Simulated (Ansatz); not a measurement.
This was printed by a script on Ansatz 0.2.0 through its Python package, for a geometry optimisation of CH3FO2Si, SMILES O[Si]1(F)CO1. What did the script look like? Settings: B3LYP, def2-SVP basis, multiplicity 1.

Contents of `ch3fo2si.xyz`:
```text
8

O    -0.46670    0.95270    1.54710
Si    0.33740   -0.00950    0.56450
F     1.87660    0.07980    0.77980
C    -0.23450   -0.84450   -0.90080
O     0.07370    0.50180   -1.00660
H    -0.52660    1.93240    1.22620
H    -1.33550   -1.09200   -0.89950
H     0.36770   -1.57790   -1.36650
```

```console
$ python opt_ch3fo2si.py
step   1  E = -15767.436887 eV  largest force component 3.2222 eV/A
step   2  E = -15767.931397 eV  largest force component 1.6326 eV/A
step   3  E = -15768.140701 eV  largest force component 1.0022 eV/A
step   4  E = -15768.020330 eV  largest force component 1.8585 eV/A
step   5  E = -15768.196079 eV  largest force component 0.2176 eV/A
step   6  E = -15768.203818 eV  largest force component 0.1120 eV/A
step   7  E = -15768.195235 eV  largest force component 1.3722 eV/A
step   8  E = -15768.212252 eV  largest force component 0.1077 eV/A
step   9  E = -15768.218516 eV  largest force component 0.5750 eV/A
step  10  E = -15768.240114 eV  largest force component 0.2364 eV/A
step  11  E = -15768.233304 eV  largest force component 0.3317 eV/A
step  12  E = -15768.249596 eV  largest force component 0.1914 eV/A
step  13  E = -15768.256949 eV  largest force component 0.1160 eV/A
step  14  E = -15768.259585 eV  largest force component 0.0429 eV/A
step  15  E = -15768.257789 eV  largest force component 0.1521 eV/A
step  16  E = -15768.259980 eV  largest force component 0.0149 eV/A
step  17  E = -15768.259979 eV  largest force component 0.0207 eV/A
step  18  E = -15768.260017 eV  largest force component 0.0040 eV/A
E = -15768.260220 eV = -579.4728750 Ha
converged: True  doubts: none
pair        before    after (A)
O0-Si1       1.5931   1.6365
O0-H5        1.0327   0.9651
Si1-F2       1.5567   1.6056
Si1-C3       1.7808   1.8016
Si1-O4       1.6731   1.6493
C3-O4        1.3852   1.5338
C3-H6        1.1285   1.0988
C3-H7        1.0571   1.0987
dipole moment 2.564 D
Mulliken: [('O', -0.359), ('Si', 0.809), ('F', -0.311), ('C', -0.009), ('O', -0.451), ('H', 0.207), ('H', 0.052), ('H', 0.062)]
```

One script that gives this output:

The script, `opt_ch3fo2si.py`:
```python
'''Relax the CH3FO2Si molecule.'''

import itertools

import ansatz as az
from ase.data import atomic_numbers, covalent_radii
import numpy as np


def main() -> None:
    molecule = az.Crystal.molecule_from_extxyz('ch3fo2si.xyz')

    setup = molecule.calculation()
    setup = setup.basis(gaussian='def2-SVP')
    setup = setup.functional('B3LYP')
    symbols = [site.symbol for site in molecule.cartesian_sites]
    start = np.array([site.position_ang for site in molecule.cartesian_sites], dtype=float)
    def progress(event):
        if event['event'] == 'relax_step':
            row = event['data']
            print(f'step {row["step"]:3d}  E = {row["lagrangian_ev"]:.6f} eV  largest force component {row["allowed_force_max_ev_ang"]:.4f} eV/A')


    r = setup.relax(force_tolerance=0.01, max_steps=100).session().plan().execute(on_event=progress).report
    end = np.array(r['positions_ang'])

    print(f'E = {r["free_energy_ev"]:.6f} eV = {r["free_energy_ev"] / 27.211386246:.7f} Ha')
    print('converged:', r['converged'], ' doubts:', r['published_state_doubts'] or 'none')

    # pairs closer than 1.2 times the sum of covalent radii, before or after
    radius = [covalent_radii[atomic_numbers[s]] for s in symbols]
    span = lambda where, i, j: np.linalg.norm(where[i] - where[j])
    bonded = [(i, j) for i, j in itertools.combinations(range(len(symbols)), 2) if min(span(start, i, j), span(end, i, j)) < 1.2 * (radius[i] + radius[j])]
    print('pair        before    after (A)')
    for i, j in bonded:
        print(f'{symbols[i]}{i}-{symbols[j]}{j}'.ljust(10), f'{span(start, i, j):8.4f} {span(end, i, j):8.4f}')

    charges = r['charge_distribution']
    print('dipole moment', round(4.803205 * float(np.linalg.norm(charges['dipole_moment_e_ang'])), 3), 'D')
    print('Mulliken:', [(s, round(q, 3)) for s, q in zip(symbols, charges['mulliken_charges_e'])])
    with open('ch3fo2si_opt.xyz', 'w') as handle:
        handle.write(f'{len(symbols)}\nrelaxed CH3FO2Si\n')
        handle.writelines(f'{s:2s} {x:11.6f} {y:11.6f} {z:11.6f}\n' for s, (x, y, z) in zip(symbols, end))


if __name__ == '__main__':
    main()
```

Reading the output:
- Total energies depend on the basis set; only differences at equal settings carry meaning.
- The end point is the stationary point reached from this start; no frequency run checks that it is a minimum, and the basis set is modest.
- b3lyp holds the VWN-RPA fit, as in Gaussian; the form of ORCA and Turbomole is b3lyp5.
- It ran for 66 s on 1 thread of Arm Neoverse V1, with other jobs on the host, peak memory 0.25 GiB.
